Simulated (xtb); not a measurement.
# triplet Si2H5OF: GFN2-xTB (ddCOSMO phenol)

We compute a geometry optimisation of triplet Si2H5OF. 

The calculation is run with xtb 6.7.1.

3 further runs of the same task are left out: 3 set aside as unsound or not needed.

### 1 The molecule

Si2H5OF: 9 atoms, total charge 0, spin state triplet. As SMILES of the parent species, `O[SiH](F)[SiH3]`. The shape is that of a PBE0-D4/def2-TZVP optimisation. This is one conformer, not always the lowest. That shape belongs to the parent species and isn't relaxed for this state. The run starts from this shape.

Bond lengths: O1–Si2 1.636 Å, Si2–F3 1.603 Å, Si2–Si4 2.339 Å, O1–H5 0.959 Å, Si2–H6 1.488 Å, Si4–H7 1.487 Å, Si4–H8 1.487 Å, Si4–H9 1.486 Å. Some angles: O1–Si2–F3 110.2°, O1–Si2–Si4 106.9°, F3–Si2–Si4 109.3°, O1–Si2–H6 110.6°, F3–Si2–H6 105.0°, Si4–Si2–H6 114.9°, Si2–O1–H5 118.9°, Si2–Si4–H7 109.6°, Si2–Si4–H8 109.5°, Si2–Si4–H9 110.3°.

### 2 A geometry optimisation at GFN2-xTB (ddCOSMO phenol)

coord reads:

```
$coord
     -0.741717503916     -1.154244716921      3.341224760951  o
     -1.571307272626     -0.303490015615      0.486982422316  si
     -3.355397706886      2.142571480101      0.603578524205  f
      2.144839151450      0.701277364849     -1.685068785329  si
     -1.985157293919     -1.900308590924      4.427628309998  h
     -3.145638107052     -2.296773131870     -0.719229763033  h
      1.509324255739      1.626298302853     -4.261710356256  h
      3.744870261171     -1.597196520534     -1.915993317758  h
      3.567424978069      2.693993563266     -0.309537139214  h
$end
```

Run with:

```
$ xtb coord --opt lax --cosmo phenol --chrg 0 --uhf 2 --molden --wbo --parallel 1 > coord.out 2> xtb.err
```

**Question.** What will come out? Wanted: total energy at the end; dipole moment; HOMO energy; LUMO energy; dispersion energy; solvent term in the energy; mean polarisability.

**Answer.** As computed:

At GFN2-xTB (ddCOSMO phenol):

| quantity | value |
| --- | --- |
| total energy at the end | -14.79834 Eh |
| dipole moment | 3.74 D |
| HOMO energy (partly filled) | -7.08 eV |
| LUMO energy | -4.37 eV |
| dispersion energy | -13.47 kJ/mol |
| solvent term in the energy | -27.6 kJ/mol |
| mean polarisability (D4 model) | 72.5 bohr³ |

In words: At the final geometry: Bond lengths: O1–Si2 1.628 Å, Si2–F3 1.632 Å, Si2–Si4 2.603 Å, O1–H5 0.955 Å, Si2–H6 1.469 Å, Si4–H7 1.476 Å, Si4–H8 1.474 Å, Si4–H9 1.491 Å. Some angles: O1–Si2–F3 100.3°, O1–Si2–Si4 95.5°, F3–Si2–Si4 89.7°, O1–Si2–H6 107.5°, F3–Si2–H6 98.8°, Si4–Si2–H6 153.5°, Si2–O1–H5 120.5°, Si2–Si4–H7 84.9°, Si2–Si4–H8 87.5°, Si2–Si4–H9 159.0°. The optimisation took 45 steps and changed the energy by -1.425 eV. Mulliken charges run from -0.51 on O1 to +0.50 on Si2.
